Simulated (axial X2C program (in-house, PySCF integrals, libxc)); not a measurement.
# A two-component session on GeS⁺: EOM-IP-CCSD levels

Aim: EOM-IP-CCSD levels of GeS⁺, with spin–orbit coupling in the Hamiltonian from the start.

Computed with an in-house X2C program for linear molecules on PySCF integrals. Level: two-component X2C with atomic mean-field terms, Ge dyall-cv3z, S dyall-av3z.

All values are calculated.

## Step 1: The job

Input file task.json:

```json
{
 "zs": [
  32,
  16
 ],
 "q": 1,
 "bas": [
  "dyall-cv3z",
  "dyall-av3z"
 ],
 "r0": 2.05,
 "eom": "ip",
 "rq": 0,
 "thr": -2.0,
 "nmax": 95,
 "grid": [
  1,
  0.96,
  1.045,
  0.92,
  1.09,
  1.15
 ]
}
```

Keys: zs atomic numbers; q charge; bas basis sets; r0 starting distance in Å; eom kind of EOM run; thr threshold in hartree for freezing inner shells (an s shell follows its p shell); nmax most natural virtual spinors; grid distances as factors.

Run with:

```console
python soeom.py task.json out
```

Nuclei are Gaussian, cores are contracted, and the Gaunt term is on.

## Step 2: EOM-IP-CCSD at 2.015 Å

Reference: the closed shell GeS; 20 electrons correlated, 82 virtual spinors; roots sought by Ω: 1/2: 4, 3/2: 3, 5/2: 1.

Output:

```text
two-component X2C + atomic mean field  HF
basis functions 170  fitting functions 932  grid points 5081
iter        total energy     max residual
   1      -2492.431229024     3.13e+00
   2      -2495.086049517     6.22e-02
   3      -2495.097432739     1.73e-02
   4      -2495.100624030     2.04e-03
   5      -2495.100690630     9.27e-04
   6      -2495.100705345     2.69e-04
   7      -2495.100709127     2.33e-04
   8      -2495.100710210     5.80e-05
   9      -2495.100710401     2.41e-05
  10      -2495.100710422     3.06e-06
  11      -2495.100710424     2.08e-06
  12      -2495.100710424     1.20e-06
converged
one-electron -3740.49750269  Coulomb 1215.44318737  exact exchange -103.72548176  xc functional 0.00000000  nuclear repulsion 134.46090918  atomic mean-field constant -0.78182252
correlated 20  virtual 234  natural virtual 82  E(MP2) -0.664367576  MP2 remainder -0.077585751
iter   CCSD correlation   residual
   1     -0.556681058   1.59e-01
   2     -0.571606510   6.85e-02
   3     -0.575528294   2.51e-02
   4     -0.574984392   8.27e-03
   5     -0.575161946   3.51e-03
   6     -0.575173397   1.00e-03
   7     -0.575170280   3.14e-04
   8     -0.575172359   8.52e-05
   9     -0.575171439   3.33e-05
  10     -0.575171560   1.42e-05
  11     -0.575171198   8.25e-06
  12     -0.575171255   3.92e-06
  13     -0.575171287   1.45e-06
  14     -0.575171274   4.08e-07
(T) -0.020010863  T1 0.0255  D1 0.0483  max T2 0.069
EOM-IP-CCSD roots
2*Omega      energy/Eh   energy/eV  one-particle weight
    1       0.37462118     10.1940      0.939
    1       0.37859789     10.3022      0.949
    1       0.55013506     14.9699      0.787
    1       0.59127203     16.0893      0.000
    3       0.37262119     10.1395      0.939
    3       0.59110566     16.0848      0.000
    3       0.61177227     16.6472      0.000
    5       0.61306555     16.6824      0.000
```

T1 in the output is the amplitude norm over the root of the electron number; divide by √2 for the Lee–Taylor value.

| Ω | vertical IE (eV) | above lowest (cm⁻¹) | spinor | weight |
| --- | --- | --- | --- | --- |
| 3/2 | 10.140 | 0 | 75% S pπ, 18% Ge pπ | 0.94 |
| 1/2 | 10.194 | 440 | 74% S pπ, 18% Ge pπ | 0.94 |
| 1/2 | 10.302 | 1310 | 41% S pσ, 38% Ge pσ, 12% Ge sσ | 0.95 |
| 1/2 | 14.970 | 38960 | 42% Ge sσ, 33% S pσ, 14% S sσ | 0.79 |

Run time: 15 s. Hardware: 1 thread of AMD EPYC 7R43 (Zen 3), shared host; peak memory 1.1 GiB.

## Step 3: EOM-IP-CCSD at 1.934 Å

| Ω | vertical IE (eV) | above lowest (cm⁻¹) | spinor | weight |
| --- | --- | --- | --- | --- |
| 1/2 | 10.282 | 0 | 38% Ge pσ, 37% S pσ, 15% Ge sσ | 0.95 |
| 3/2 | 10.444 | 1310 | 73% S pπ, 18% Ge pπ | 0.94 |
| 1/2 | 10.502 | 1780 | 72% S pπ, 19% Ge pπ | 0.94 |
| 1/2 | 14.940 | 37570 | 37% Ge sσ, 37% S pσ, 15% S sσ | 0.81 |

Run time: 16 s. Hardware: 1 thread of AMD EPYC 7R43 (Zen 3), shared host; peak memory 1.1 GiB.

## Step 4: EOM-IP-CCSD at 2.106 Å

| Ω | vertical IE (eV) | above lowest (cm⁻¹) | spinor | weight |
| --- | --- | --- | --- | --- |
| 3/2 | 9.825 | 0 | 77% S pπ, 17% Ge pπ | 0.94 |
| 1/2 | 9.878 | 430 | 76% S pπ, 17% Ge pπ | 0.94 |
| 1/2 | 10.285 | 3710 | 44% S pσ, 38% Ge pσ, 10% Ge sσ | 0.95 |
| 1/2 | 15.012 | 41840 | 47% Ge sσ, 28% S pσ, 14% S sσ | 0.75 |

It took 19 s on 1 thread of AMD EPYC 7R43 (Zen 3), shared host; peak memory 1.1 GiB.

## Step 5: EOM-IP-CCSD at 1.854 Å

| Ω | vertical IE (eV) | above lowest (cm⁻¹) | spinor | weight |
| --- | --- | --- | --- | --- |
| 1/2 | 10.229 | 0 | 39% Ge pσ, 34% S pσ, 17% Ge sσ | 0.95 |
| 3/2 | 10.772 | 4380 | 71% S pπ, 19% Ge pπ, 6% Ge dπ | 0.94 |
| 1/2 | 10.833 | 4870 | 71% S pπ, 20% Ge pπ | 0.94 |
| 1/2 | 14.919 | 37830 | 41% S pσ, 33% Ge sσ, 15% S sσ | 0.83 |

Wall time 16 s (1 thread of AMD EPYC 7R43 (Zen 3), shared host); peak memory 1.1 GiB.

## Step 6: EOM-IP-CCSD at 2.196 Å

| Ω | vertical IE (eV) | above lowest (cm⁻¹) | spinor | weight |
| --- | --- | --- | --- | --- |
| 3/2 | 9.538 | 0 | 78% S pπ, 16% Ge pπ | 0.93 |
| 1/2 | 9.591 | 420 | 78% S pπ, 16% Ge pπ | 0.93 |
| 1/2 | 10.235 | 5620 | 47% S pσ, 38% Ge pσ, 8% Ge sσ | 0.95 |
| 1/2 | 15.060 | 44530 | 53% Ge sσ, 24% S pσ, 13% S sσ | 0.71 |

Wall time 18 s (1 thread of AMD EPYC 7R43 (Zen 3), shared host); peak memory 1.1 GiB.

## Step 7: EOM-IP-CCSD at 2.317 Å

| Ω | vertical IE (eV) | above lowest (cm⁻¹) | spinor | weight |
| --- | --- | --- | --- | --- |
| 3/2 | 9.200 | 0 | 81% S pπ, 15% Ge pπ | 0.93 |
| 1/2 | 9.251 | 410 | 80% S pπ, 15% Ge pπ | 0.93 |
| 1/2 | 10.133 | 7530 | 50% S pσ, 38% Ge pσ, 6% Ge sσ | 0.95 |
| 1/2 | 15.123 | 47770 | 59% Ge sσ, 19% S pσ, 11% S sσ | 0.65 |

Run time: 15 s. Hardware: 1 thread of AMD EPYC 7R43 (Zen 3), shared host; peak memory 1.1 GiB.

## Step 8: Curves of the states

Energies in eV from the lowest point of the lowest state; states are followed by energy order within each Ω.

| R (Å) | (1)Ω=3/2 | (1)Ω=1/2 | (2)Ω=1/2 | (3)Ω=1/2 |
| --- | --- | --- | --- | --- |
| 1.854 | 1.2837 | 0.7401 | 1.3444 | 5.4301 |
| 1.934 | 0.6082 | 0.4462 | 0.6664 | 5.1041 |
| 2.015 | 0.2148 | 0.2692 | 0.3774 | 5.0452 |
| 2.106 | 0.0158 | 0.0692 | 0.4758 | 5.2035 |
| 2.196 | 0.0000 | 0.0521 | 0.6968 | 5.5215 |
| 2.317 | 0.1691 | 0.2198 | 1.1021 | 6.0920 |

## Step 9: Summary of results

```
                     quantity                           value
       lowest root at 2.015 Å              Ω = 3/2, 10.140 eV
next root led by one particle  Ω = 1/2, about 440 cm⁻¹ higher
          T1 of the reference                           0.018
```

In words: Removing an electron from the reference determinant of GeS costs 10.14 eV and empties a spinor of 75% S pπ, 18% Ge pπ. Errors of 0.1 to 0.3 eV are usual at this size, and roots led by higher excitations are left out, so the list is incomplete, and low states of that kind can be missing.
